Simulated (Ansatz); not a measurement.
# Hf3Cl: the cost of one run

Program: Ansatz 0.2.0. Level of theory: DFT PBE, scalar-relativistic, plane waves, PAW. These are calculated values, not measurements.

### 1 The system as given

It takes space group Fm-3m (No. 225, cubic). Conventional cell: a = 7.473 Å, b = 7.473 Å, c = 7.473 Å, α = 90.00°, β = 90.00°, γ = 90.00°. Hf (site symmetry -43m) is surrounded by 4 Hf at 3.24 Å and 4 Cl at 3.24 Å. Hf (site symmetry m-3m) has 8 Hf at 3.24 Å as nearest neighbours. Around Cl (site symmetry m-3m) lie 8 Hf at 3.24 Å.

Structure file:

```cif
data_structure
_symmetry_space_group_name_H-M 'Fm-3m'
_symmetry_Int_Tables_number 225
_cell_length_a 7.4726
_cell_length_b 7.4726
_cell_length_c 7.4726
_cell_angle_alpha 90.000
_cell_angle_beta 90.000
_cell_angle_gamma 90.000
_cell_volume 417.27
loop_
_atom_site_label
_atom_site_type_symbol
_atom_site_symmetry_multiplicity
_atom_site_Wyckoff_symbol
_atom_site_fract_x
_atom_site_fract_y
_atom_site_fract_z
_atom_site_occupancy
Hf1 Hf 8 c 0.25000 0.75000 0.75000 1
Hf2 Hf 4 b 0.50000 0.00000 0.00000 1
Cl1 Cl 4 a 0.00000 0.00000 0.00000 1
```

Recipe of the guess: random cell by space group and Wyckoff sites (Fm-3m, No. 225). Lengths come from tabulated atomic sizes and are only a guess.

### 2 Probe: one point on a coarse mesh

The input, input.yaml:

```yaml
crystal:
  lattice:
    - [0.0, 3.73631771, 3.73631771]
    - [3.73631771, 0.0, 3.73631771]
    - [3.73631771, 3.73631771, 0.0]
  atoms:
    - { symbol: Hf, position: [0.25, 0.25, 0.25] }
    - { symbol: Hf, position: [0.75, 0.75, 0.75] }
    - { symbol: Hf, position: [0.5, 0.5, 0.5] }
    - { symbol: Cl, position: [0.0, 0.0, 0.0] }
basis:
  ecutwfc: 420
kpoints:
  mp_grid: { grid: [4, 4, 4] }
hamiltonian:
  xc: pbe
scf:
  occupations: { method: gaussian, width: 0.1 }
  lower_state_search: "off"
output:
  forces: true
  stress: true
  eigenvalues: true
```

Started as:

```bash
$ ansatz run input.yaml --threads 1 --pin off --max-ram 2048MiB --backend cpu --events-out ev --progress --plain --runs-dir out
```

What time and memory should one allow on 1 thread of Arm Neoverse V2, shared host?

About 3.2 s, with a peak of 0.35 GiB.
